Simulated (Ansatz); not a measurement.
Working through vertical spin-state energies of AlBr₂HS, SMILES [SH][Al]([Br])[Br]

Program: the Ansatz DFT code, driven from Python.

The cells in order, each with its output:

In [1]:
```python
import ansatz as az
```

In [2]:
```python
GEOMETRY = """
S     0.19860    1.74090   -0.41230
Al    0.24340   -0.45920   -0.10410
Br    1.41890   -1.33820    1.72740
Br   -0.80370   -1.90740   -1.60050
H    -1.00730    1.89030    0.34800
"""
```

In [3]:
```python
geometry = az.Crystal.molecule()
for line in GEOMETRY.strip().splitlines():
    symbol, *xyz = line.split()
    geometry = geometry.atom(symbol, [float(v) for v in xyz])
```

In [4]:
```python
job = (
    geometry.calculation()
    .basis(gaussian="def2-SVP")
    .functional("r2SCAN")
    .accuracy("high")
)
found = {}
for unpaired in [0, 2]:
    report = job.spin("collinear", total=unpaired).run(threads=1).report
    s = unpaired / 2
    found[unpaired] = report["free_energy_ev"]
    print(f"2S+1 = {unpaired + 1}: E = {found[unpaired]:.5f} eV, <S^2> = {abs(report['mean_field']['state']['spin_squared']):.3f} (pure state {s * (s + 1):.2f})")
lowest = min(found, key=found.get)
for unpaired, e in found.items():
    print(f"multiplicity {unpaired + 1}: {96.485332 * (e - found[lowest]):.1f} kJ/mol above the lowest")
```
```text
2S+1 = 1: E = -157521.72877 eV, <S^2> = 0.000 (pure state 0.00)
2S+1 = 3: E = -157517.42356 eV, <S^2> = 2.009 (pure state 2.00)
multiplicity 1: 0.0 kJ/mol above the lowest
multiplicity 3: 415.4 kJ/mol above the lowest
```

In order: multiplicity 1 (+0.00 eV) and multiplicity 3 (+4.31 eV), all at the one geometry.

Reading the output:
- These settings explore the input space; basis and method may be short of convergence.
- The geometry is a force-field or estimated start, not a minimum of this method, and the basis set is short of its limit. All parts are taken at fixed geometry, without zero-point energy.
- Timing: 2.9 min on 1 thread of Arm Neoverse V2, on a shared host, peak memory 0.59 GiB.
